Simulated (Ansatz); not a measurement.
# AsBFH3: rigid scan of one bond length, by script

How does the energy of AsBFH3 change as one bond is stretched? The task is a rigid scan of one bond length, for AsBFH3. SMILES: FB[AsH2].

All numbers are computed with Ansatz 0.2.0 through its Python package. Level of theory: B3LYP/def2-SVP.

## 1. Starting point

Bond lengths: F1–B2 1.384 Å, B2–As3 2.021 Å, B2–H4 1.189 Å, As3–H5 1.595 Å, As3–H6 1.578 Å. Angles: F1–B2–As3 120.4°, F1–B2–H4 122.4°, As3–B2–H4 117.2°, B2–As3–H5 92.1°, B2–As3–H6 92.7°, H5–As3–H6 92.7°.

No structure file is read: the coordinates are typed or built in the script.

## 2. The code

asbfh3_scan.py reads:

```python
"""Stretching a bond of AsBFH3, the rest held rigid."""

import warnings

import ansatz
import numpy as np

warnings.simplefilter("ignore", ansatz.DeckWarning)

geometry_ang = [
    ("F", [-2.0256, -0.1204, -0.7422]),
    ("B", [-0.7696, -0.3919, -0.2294]),
    ("As", [0.5655, 1.0993, 0.05]),
    ("H", [-0.4122, -1.4959, 0.0283]),
    ("H", [1.7327, 0.2617, -0.6436]),
    ("H", [0.9513, 0.5832, 1.4906]),
]
system = ansatz.Crystal.molecule()
for symbol, xyz in geometry_ang:
    system = system.atom(symbol, xyz)

symbols = [site.symbol for site in system.cartesian_sites]
start = np.array([site.position_ang for site in system.cartesian_sites])
axis = (start[0] - start[1]) / np.linalg.norm(start[0] - start[1])
moving = [0]
lengths, energies = [1.18, 1.27, 1.38, 1.52, 1.73, 2.08, 2.49, 3.04], []
for length in lengths:
    xyz = start.copy()
    xyz[moving] += (length - np.linalg.norm(start[0] - start[1])) * axis
    point = ansatz.Crystal.molecule()
    for symbol, place in zip(symbols, xyz):
        point = point.atom(symbol, place.tolist())
    calculation = (
        point.calculation()
        .basis(gaussian="def2-SVP")
        .functional("b3lyp")
    )
    data = calculation.run(threads=1, pin="off").report
    energies.append(data["free_energy_ev"])
    print(f"r = {length:6.3f} A  E = {energies[-1]:.5f} eV  <S^2> = {abs(data['mean_field']['state']['spin_squared']):.3f}")

print("energy above the lowest point (eV):", [round(e - min(energies), 3) for e in energies])
```

## 3. The input behind the calls

The engine receives this input (first run):

```yaml
crystal:
  periodic: [false, false, false]
  atoms:
    - { symbol: F, position_ang: [-1.8408149356011345, -0.16034358677093308, -0.6667559068282339] }
    - { symbol: B, position_ang: [-0.7696, -0.3919, -0.2294] }
    - { symbol: As, position_ang: [0.5655, 1.0993, 0.05] }
    - { symbol: H, position_ang: [-0.4122, -1.4959, 0.0283] }
    - { symbol: H, position_ang: [1.7327, 0.2617, -0.6436] }
    - { symbol: H, position_ang: [0.9513, 0.5832, 1.4906] }
basis:
  gaussian:
    orbitals: def2-SVP
hamiltonian:
  xc: b3lyp
```

## 4. The run

Command:

```bash
python asbfh3_scan.py
```

The log of the run:

```text
r =  1.180 A  E = -64274.68467 eV  <S^2> = 0.000
r =  1.270 A  E = -64275.19412 eV  <S^2> = 0.000
r =  1.380 A  E = -64275.16967 eV  <S^2> = 0.000
r =  1.520 A  E = -64274.62201 eV  <S^2> = 0.000
r =  1.730 A  E = -64273.41845 eV  <S^2> = 0.000
r =  2.080 A  E = -64271.42906 eV  <S^2> = 0.000
r =  2.490 A  E = -64269.65741 eV  <S^2> = 0.000
r =  3.040 A  E = -64268.16041 eV  <S^2> = 0.000
energy above the lowest point (eV): [0.509, 0.0, 0.024, 0.572, 1.776, 3.765, 5.537, 7.034]
```

Run time: 16 s. Hardware: 1 thread of Intel Xeon Platinum 8259CL at 2.50GHz (Skylake/Cascade Lake), shared host; peak memory 0.21 GiB.

## 5. What changed from run to run

The engine's inputs for some of the other runs:

Run 2, against run 1:

```diff
@@ -4 +4 @@
-    - { symbol: F, position_ang: [-1.8408149356011345, -0.16034358677093308, -0.6667559068282339] }
+    - { symbol: F, position_ang: [-1.9225177696724076, -0.14268250440600422, -0.700113560738862] }
```

Run 4, against run 1:

```diff
@@ -4 +4 @@
-    - { symbol: F, position_ang: [-1.8408149356011345, -0.16034358677093308, -0.6667559068282339] }
+    - { symbol: F, position_ang: [-2.149470086537055, -0.09362394228120191, -0.7927737104906064] }
```

Run 7, against run 1:

```diff
@@ -4 +4 @@
-    - { symbol: F, position_ang: [-1.8408149356011345, -0.16034358677093308, -0.6667559068282339] }
+    - { symbol: F, position_ang: [-3.030045075971886, 0.09672327876303115, -1.152295091527375] }
```

## 6. The runs side by side

The 8 runs, in the order started:

```
run  distance (Å)  energy from run 2 (eV)  SCF cycles  CPU time (s)
  1          1.18                  0.5094          16           1.9
  2          1.27                  0.0000          15           1.8
  3          1.38                  0.0245          15           1.8
  4          1.52                  0.5721          15           1.8
  5          1.73                  1.7757          16           1.8
  6          2.08                  3.7651          17           1.9
  7          2.49                  5.5367          19           2.2
  8          3.04                  7.0337          16           2.2
```

## 7. Summary of results

| quantity | value |
| --- | --- |
| runs compared | 8 |
| range of energy | 7.034 eV |
| lowest point, distance (Å) | 1.27 |

What this shows: The curve has its lowest point inside the range, at 1.27. The ends stand 0.509 and 7.03 eV above it. The distance scanned is the script's pair 1, 0. What to keep in mind:
- The rest of the molecule is held rigid at a force-field or estimated start geometry, and the basis set is modest; single-reference methods fail as a bond breaks.
- b3lyp holds the VWN-RPA fit, as in Gaussian; the form of ORCA and Turbomole is b3lyp5.
- The orbitals are restricted, so S² is zero by construction.
- Toward dissociation an unrestricted state can lie under the restricted one, by tenths of an eV for polar bonds under a functional and by 1 to 2 eV or more for others.
